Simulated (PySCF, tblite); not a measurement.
**C4H13AsN2Si: geometry, infrared bands and NMR shifts**

Wanted: the infrared bands and NMR shifts of C4H13AsN2Si (`C=N[Si@]([AsH2])(CC)NC`), by calculation.

Programs: tblite 0.8.0 and PySCF 2.14.0, with density-fitted response routines of our own. Each step states its level of theory. These are calculated values for one molecule in the gas phase, unless marked as measured. Atoms count from 0, in the outputs and in this text.

### 1 The starting structure

21 atoms, charge 0, multiplicity 1; geometry from: force field or distance geometry start.

Bonds of the start (Å): C0–N1 1.28, N1–Si2 1.80, Si2–As3 2.32, Si2–C4 1.88, C4–C5 1.52, Si2–N6 1.79, N6–C7 1.46, C0–H8 1.09, C0–H9 1.08, As3–H10 1.56, As3–H11 1.55, C4–H12 1.11, C4–H13 1.10, C5–H14 1.10, C5–H15 1.11, C5–H16 1.12, N6–H17 1.04, C7–H18 1.12, C7–H19 1.11, C7–H20 1.11.

### 2 Geometry optimisation with GFN2-xTB

The job: settings as JSON, then the geometry in Å.

```
{"job": {"kind": "relax", "xc": "GFN2-xTB", "basis": "xTB"}, "charge": 0, "multiplicity": 1}
C     -1.215900     2.574500    -0.073500
N     -1.237900     1.385400    -0.547600
Si     0.151000     0.265800    -0.312400
As     2.018200     1.152300    -1.376500
C     -0.276900    -1.385000    -1.093900
C      0.813200    -2.412000    -0.845700
N      0.496900     0.061700     1.434700
C     -0.691600    -0.384800     2.155800
H     -2.078100     3.216700    -0.230400
H     -0.379200     2.961500     0.488500
H      1.844200     2.531900    -0.674000
H      1.175900     1.574800    -2.612300
H     -0.402300    -1.235400    -2.185100
H     -1.232700    -1.751200    -0.687400
H      0.537400    -3.365500    -1.319000
H      1.780000    -2.067300    -1.261600
H      0.942100    -2.577900     0.251000
H      0.755300     0.994100     1.812500
H     -1.529400     0.345100     2.050600
H     -1.014600    -1.385200     1.789800
H     -0.464400    -0.482500     3.236000
```

Run with:

```
$ OMP_NUM_THREADS=1 python probes_run.py task.json out
```

The driver reads the jobs from task.json and runs them one after another.

Output:

```text
step      E/eV     max force
  0    -683.25559    2.324
  1    -683.36353    2.009
  2    -683.43046    0.671
  3    -683.46324    0.384
  4    -683.48393    0.375
  5    -683.49826    0.337
  6    -683.51322    0.272
  7    -683.52228    0.204
  8    -683.52831    0.163
  9    -683.53220    0.153
 10    -683.53527    0.130
 11    -683.53810    0.138
 12    -683.54126    0.170
 13    -683.54504    0.177
 14    -683.54936    0.208
 15    -683.55373    0.218
 16    -683.55797    0.184
 17    -683.56200    0.141
 18    -683.56583    0.151
 19    -683.56982    0.180
 20    -683.57432    0.217
 21    -683.57957    0.297
 22    -683.58552    0.322
 23    -683.59110    0.247
 24    -683.59505    0.148
 25    -683.59799    0.162
 26    -683.60065    0.166
 27    -683.60271    0.128
 28    -683.60418    0.080
 29    -683.60530    0.109
 30    -683.60640    0.106
 31    -683.60791    0.130
 32    -683.61032    0.150
 33    -683.61260    0.113
 34    -683.61408    0.078
 35    -683.61509    0.067
 36    -683.61590    0.072
 37    -683.61682    0.074
 38    -683.61790    0.075
 39    -683.61901    0.068
 40    -683.62018    0.092
 41    -683.62166    0.112
 42    -683.62349    0.105
 43    -683.62532    0.107
 44    -683.62689    0.085
 45    -683.62813    0.080
 46    -683.62929    0.103
 47    -683.63037    0.077
 48    -683.63137    0.059
 49    -683.63202    0.061
 50    -683.63291    0.067
 51    -683.63403    0.104
 52    -683.63517    0.111
 53    -683.63599    0.071
 54    -683.63652    0.054
 55    -683.63696    0.049
 56    -683.63751    0.078
 57    -683.63816    0.090
 58    -683.63877    0.065
 59    -683.63917    0.040
 60    -683.63937    0.045
 61    -683.63961    0.049
 62    -683.63996    0.043
 63    -683.64063    0.079
 64    -683.64162    0.115
 65    -683.64319    0.138
 66    -683.64543    0.136
 67    -683.64865    0.136
 68    -683.65288    0.154
 69    -683.65768    0.171
 70    -683.65362    0.623
 71    -683.66312    0.247
 72    -683.66478    0.098
 73    -683.66634    0.094
 74    -683.66935    0.179
 75    -683.67100    0.124
 76    -683.67389    0.075
 77    -683.67535    0.082
 78    -683.67643    0.083
 79    -683.67740    0.085
 80    -683.67802    0.108
 81    -683.67854    0.124
 82    -683.67926    0.066
 83    -683.68009    0.050
 84    -683.68187    0.089
 85    -683.68336    0.098
 86    -683.68452    0.080
 87    -683.68564    0.089
 88    -683.68689    0.080
 89    -683.68753    0.241
 90    -683.68832    0.089
 91    -683.68884    0.039
 92    -683.68940    0.052
 93    -683.69002    0.053
 94    -683.69062    0.045
 95    -683.69116    0.052
 96    -683.69175    0.051
 97    -683.69226    0.046
 98    -683.69281    0.049
 99    -683.69327    0.042
100    -683.69356    0.041
101    -683.69375    0.029
102    -683.69393    0.028
103    -683.69417    0.028
104    -683.69439    0.028
105    -683.69459    0.031
106    -683.69478    0.031
107    -683.69506    0.040
108    -683.69535    0.037
109    -683.69561    0.037
110    -683.69582    0.034
111    -683.69602    0.034
112    -683.69627    0.055
113    -683.69658    0.039
114    -683.69688    0.047
115    -683.69719    0.096
116    -683.69752    0.060
117    -683.69801    0.078
118    -683.69839    0.056
119    -683.69859    0.039
120    -683.69873    0.026
121    -683.69890    0.033
122    -683.69913    0.048
123    -683.69942    0.052
124    -683.69974    0.053
125    -683.70007    0.058
126    -683.70036    0.058
127    -683.70059    0.048
128    -683.70080    0.030
129    -683.70097    0.036
130    -683.70114    0.033
131    -683.70132    0.036
132    -683.70156    0.034
133    -683.70181    0.035
134    -683.70208    0.044
135    -683.70234    0.044
136    -683.70257    0.034
137    -683.70278    0.039
138    -683.70301    0.060
139    -683.70331    0.077
140    -683.70369    0.081
141    -683.70409    0.059
142    -683.70428    0.049
143    -683.70448    0.069
144    -683.70473    0.036
145    -683.70498    0.024
146    -683.70528    0.030
147    -683.70557    0.035
148    -683.70581    0.029
149    -683.70596    0.039
150    -683.70605    0.023
151    -683.70615    0.042
152    -683.70623    0.038
153    -683.70631    0.019
154    -683.70634    0.014
155    -683.70640    0.020
156    -683.70645    0.025
157    -683.70653    0.026
158    -683.70661    0.021
159    -683.70671    0.020
160    -683.70682    0.024
161    -683.70694    0.030
162    -683.70710    0.034
163    -683.70732    0.035
164    -683.70758    0.034
165    -683.70782    0.030
166    -683.70803    0.028
167    -683.70820    0.022
168    -683.70832    0.017
169    -683.70838    0.015
170    -683.70841    0.014
171    -683.70844    0.013
172    -683.70846    0.010
173    -683.70849    0.010
```

It took 2.9 s on 1 thread of Arm Neoverse N1, shared host; peak memory 0.18 GiB.

Along the way: (not every step is listed)

```csv
step,energy from step 0 (eV),largest force (eV/Å)
0,0.0000,2.3240
1,-0.1079,2.0092
2,-0.1749,0.6707
3,-0.2077,0.3839
4,-0.2283,0.3750
5,-0.2427,0.3371
6,-0.2576,0.2722
7,-0.2667,0.2037
8,-0.2727,0.1631
24,-0.3395,0.1483
40,-0.3646,0.0916
56,-0.3819,0.0784
72,-0.4092,0.0984
88,-0.4313,0.0799
104,-0.4388,0.0277
120,-0.4431,0.0261
136,-0.4470,0.0337
152,-0.4506,0.0385
168,-0.4527,0.0171
169,-0.4528,0.0152
170,-0.4528,0.0138
171,-0.4529,0.0130
172,-0.4529,0.0097
173,-0.4529,0.0098
```

Distances of close pairs at the start and the end, largest changes first:

```
   bond  before (Å)  after (Å)  change (Å)
 Si2–N6       1.793      1.731      -0.062
As3–H10       1.558      1.505      -0.053
As3–H11       1.554      1.504      -0.050
 N1–Si2       1.799      1.752      -0.048
  C0–N1       1.280      1.246      -0.034
 Si2–C4       1.876      1.908      +0.032
 C5–H16       1.117      1.088      -0.029
 N6–H17       1.039      1.011      -0.027
```

The end geometry stands in the next job.

### 3 Harmonic vibrations with GFN2-xTB

The job: settings as JSON, then the geometry in Å.

```
{"job": {"kind": "ir", "xc": "GFN2-xTB", "basis": "xTB"}, "charge": 0, "multiplicity": 1}
C     -1.317118     2.591309    -0.755619
N     -1.247542     1.487960    -0.181154
Si     0.131365     0.416481    -0.041276
As     2.175665     1.200455    -0.861946
C     -0.426381    -1.156917    -0.964814
C      0.686038    -2.192851    -0.982211
N      0.418736     0.029785     1.621421
C     -0.525741    -0.698340     2.436392
H     -2.249259     3.149090    -0.747897
H     -0.477525     3.062374    -1.291169
H      1.754026     2.626342    -0.632222
H      1.595910     1.283728    -2.247583
H     -0.698894    -0.899577    -1.989580
H     -1.316922    -1.575331    -0.500176
H      0.399603    -3.073339    -1.555779
H      1.587796    -1.772580    -1.434377
H      0.928988    -2.504878     0.030917
H      0.880630     0.748893     2.162282
H     -1.361034    -0.076912     2.774431
H     -0.927723    -1.518503     1.848333
H     -0.019538    -1.110248     3.311560
```

Output:

```text
mode    cm-1     km/mol
  1      46.8      0.04
  2      60.4      1.78
  3      68.4      1.85
  4      77.7      1.15
  5      90.6      0.20
  6     116.1      0.29
  7     125.9      0.62
  8     153.0      4.23
  9     158.2      7.11
 10     207.1     17.93
 11     245.8      1.62
 12     259.0      3.32
 13     292.6     11.45
 14     330.3      5.85
 15     413.3     42.50
 16     487.3     26.65
 17     539.2     74.46
 18     640.8     23.79
 19     650.4     28.55
 20     669.8     70.63
 21     729.1    104.96
 22     739.1     70.14
 23     815.2     99.92
 24     970.1     17.08
 25     993.5      5.22
 26    1013.7     15.50
 27    1020.7    145.03
 28    1061.0     28.34
 29    1080.0     10.22
 30    1110.0      3.62
 31    1138.3     30.87
 32    1149.5     81.75
 33    1235.2      3.95
 34    1278.8      1.66
 35    1353.9     58.57
 36    1413.2      1.11
 37    1417.6      2.22
 38    1437.5      0.74
 39    1484.1      1.17
 40    1492.6      1.84
 41    1499.4      6.29
 42    1501.4      0.83
 43    1505.8      2.21
 44    1745.0     55.74
 45    1888.6    748.34
 46    1896.0    600.86
 47    2776.5     99.62
 48    2920.8     55.65
 49    2959.6     37.78
 50    2971.3     38.71
 51    2973.2     83.65
 52    2980.8     50.66
 53    3004.1     45.07
 54    3010.4     53.41
 55    3033.5     29.76
 56    3045.5     24.38
 57    3401.1     10.29
```

Run time: 1.8 s. Hardware: 1 thread of Arm Neoverse N1, shared host; peak memory 0.18 GiB.

Which atoms move in the most intense modes:

```csv
cm⁻¹,km/mol,atoms
729,105.0,"Si2 23 %, H12 18 %, H13 16 %, N1 15 %"
815,99.9,"Si2 41 %, N6 22 %"
1021,145.0,"H11 49 %, H10 49 %"
1150,81.8,"N6 44 %, C7 36 %, H17 11 %"
1889,748.3,H10 93 %
1896,600.9,H11 93 %
2776,99.6,H9 93 %
2973,83.7,H20 87 %
```

### 4 Shielding tensors: PBE0/pcSseg-1

Settings changed since step 3:

```diff
@@ -1,2 +1,2 @@
-{"job": {"kind": "ir", "xc": "GFN2-xTB", "basis": "xTB"}, "charge": 0, "multiplicity": 1}
+{"job": {"kind": "nmr", "xc": "PBE0", "basis": "pcSseg-1"}, "charge": 0, "multiplicity": 1}
 C     -1.317118     2.591309    -0.755619
```

With the program's defaults for keys left out, this is: GIAO PBE0/pcSseg-1 NMR shielding, non-relativistic, gas phase.

Output:

```text
coarse grid: 76840 points
cycle   1  E = -2794.0596106235  dE = -1.121e-01  |g| = 8.727e-01  |ddm| = 4.120e+00
cycle   2  E = -2793.9597745463  dE =  9.984e-02  |g| = 9.888e-01  |ddm| = 1.363e+00
cycle   3  E = -2794.1358432389  dE = -1.761e-01  |g| = 2.887e-01  |ddm| = 1.057e+00
cycle   4  E = -2794.1529926954  dE = -1.715e-02  |g| = 8.149e-02  |ddm| = 2.580e-01
cycle   5  E = -2794.1542924589  dE = -1.300e-03  |g| = 2.101e-02  |ddm| = 7.601e-02
cycle   6  E = -2794.1543819039  dE = -8.945e-05  |g| = 5.748e-03  |ddm| = 2.041e-02
cycle   7  E = -2794.1543885955  dE = -6.692e-06  |g| = 1.298e-03  |ddm| = 6.464e-03
final grid: 161656 points
cycle   8  E = -2794.1544143882  dE =  1.128e-07  |g| = 1.640e-03  |ddm| = 3.925e-03
cycle   9  E = -2794.1544138029  dE =  5.853e-07  |g| = 2.296e-03  |ddm| = 3.727e-03
cycle  10  E = -2794.1544150680  dE = -1.265e-06  |g| = 2.099e-04  |ddm| = 2.068e-03
cycle  11  E = -2794.1544150779  dE = -9.846e-09  |g| = 5.283e-05  |ddm| = 2.282e-04
cycle  12  E = -2794.1544150783  dE = -4.807e-10  |g| = 1.328e-05  |ddm| = 4.436e-05
converged SCF energy = -2794.1544150783

GIAO shielding tensors (ppm)
atom      isotropic    diamagn.    paramagn.     s11        s22        s33       span
  0 C       19.448     253.323    -233.875    -72.294      3.207    127.431    199.725
  1 N     -173.169     335.682    -508.851   -563.224   -215.832    259.550    822.774
  2 Si     337.816     883.414    -545.598    311.721    332.267    369.459     57.738
  3 As    2083.371    2882.077    -798.706   1844.699   2022.298   2383.117    538.419
  4 C      175.462     255.968     -80.506    165.652    172.419    188.314     22.662
  5 C      176.573     247.669     -71.096    169.491    175.245    184.982     15.491
  6 N      229.030     324.707     -95.677    206.633    230.854    249.601     42.968
  7 C      155.100     243.396     -88.297    132.000    146.845    186.454     54.454
  8 H       23.310      28.644      -5.334     21.547     23.310     25.072      3.525
  9 H       23.136      31.544      -8.408     21.043     21.850     26.515      5.472
 10 H       30.168      31.637      -1.470     22.970     24.721     42.812     19.842
 11 H       30.553      31.840      -1.287     23.084     25.295     43.280     20.196
 12 H       31.327      33.381      -2.054     27.282     29.212     37.486     10.205
 13 H       30.129      33.740      -3.611     26.345     27.876     36.165      9.819
 14 H       30.397      28.405       1.992     25.181     27.291     38.721     13.540
 15 H       30.822      30.977      -0.155     24.565     32.395     35.506     10.941
 16 H       30.448      30.834      -0.386     25.735     29.742     35.868     10.133
 17 H       31.415      33.853      -2.438     21.517     32.432     40.296     18.779
 18 H       28.562      28.611      -0.050     22.688     26.365     36.632     13.944
 19 H       28.737      30.792      -2.056     23.531     28.897     33.783     10.252
 20 H       28.803      27.805       0.998     23.603     26.378     36.427     12.825
```

It took 1.8 min on 1 thread of Arm Neoverse N1, shared host; peak memory 0.98 GiB.

Shifts follow as δ = σ(reference) − σ, with reference shieldings (ppm) from runs at the same level and on the same kind of geometry: ¹H TMS 31.72, ¹³C TMS 186.9, ²⁹Si TMS 349.2, ¹⁵N NH3 267.7, ⁷⁵As AsH3 1989. The references are single molecules in the gas phase, so shifts against H2O, NH3, PH3, H3PO4 or CFCl3 are not on the usual liquid scales and can be off by tens of ppm. Shifts against hydride references such as AlH4− lie on their own scale. Atoms listed in one row are averaged.

```
        atoms                              environment  σ (ppm)  δ (ppm)
           C0                               C=N carbon     19.4    167.5
           C7                methyl carbon bonded to N    155.1     31.8
           C4                     sp3 CH2 bonded to Si    175.5     11.5
           C5                            methyl carbon    176.6     10.4
           H9                 hydrogen on a C=N carbon    23.14     8.58
           H8                 hydrogen on a C=N carbon    23.31     8.41
H18, H19, H20  hydrogen on a methyl carbon bonded to N    28.70     3.02
          H13      hydrogen on an sp3 CH2 bonded to Si    30.13     1.59
     H10, H11      hydrogen on an arsenic bonded to Si    30.36     1.36
H14, H15, H16              hydrogen on a methyl carbon    30.56     1.16
          H12      hydrogen on an sp3 CH2 bonded to Si    31.33     0.39
          H17   hydrogen on a nitrogen bonded to C, Si    31.41     0.30
           N1                           imine nitrogen   -173.2    440.9
           N6              nitrogen bonded to C, Si, H    229.0     38.7
          Si2             silicon bonded to C, As, 2 N    337.8     11.3
          As3                arsenic bonded to Si, 2 H     2083      -95
```

The run also stored atomic charges by several schemes (e):

```
atoms  Mulliken    IAO  Hirshfeld  ESP fit
   C0      0.04  -0.08       0.02     0.28
   N1     -0.54  -0.52      -0.24    -0.62
  Si2      1.10   1.05       0.37     0.66
  As3     -0.42  -0.09       0.02    -0.33
   C4     -0.58  -0.54      -0.16    -0.03
   C5     -0.30  -0.41      -0.12    -0.31
   N6     -0.70  -0.67      -0.25    -0.67
   C7     -0.10  -0.29      -0.07    -0.28
```

Mayer bond orders: C0–N1 1.98, N1–Si2 0.92, Si2–As3 0.87, Si2–C4 0.91, C4–C5 1.05, Si2–N6 1.00, N6–C7 0.97.

### 5 What came out

| quantity | value |
| --- | --- |
| strongest single infrared mode (GFN2-xTB) | 1889 cm⁻¹, 748 km/mol |
| zero-point energy (GFN2-xTB) | 102.5 kcal/mol |
| ¹³C shifts against TMS (PBE0/pcSseg-1) | 167.5, 31.8, 11.5, 10.4 ppm |
| ¹H shifts against TMS (PBE0/pcSseg-1, means over atoms taken as alike) | 8.58, 8.41, 3.02, 1.59, 1.36, 1.16, 0.39, 0.30 ppm |
| ¹⁵N shifts against NH3 (PBE0/pcSseg-1) | 440.9, 38.7 ppm |
| ²⁹Si shifts against TMS (PBE0/pcSseg-1) | 11.3 ppm |
| ⁷⁵As shifts against AsH3 (PBE0/pcSseg-1) | -95 ppm |

What this shows: Over 173 steps the energy fell by 0.453 eV; of the close pairs, Si2–N6 changed most, 1.793 to 1.731 Å. All 57 modes are real, so the xTB geometry is a minimum. The strongest single mode, at 1889 cm⁻¹, moves mainly H10. Unscaled tight-binding wavenumbers are off by several per cent, some by more. Its intensities can rank the bands wrongly. At PBE0/pcSseg-1: The largest span, 823 ppm, is at N1, where the paramagnetic term is -509 ppm. Spin-orbit coupling is left out, which matters for shieldings and couplings at and beside the heavy atoms.
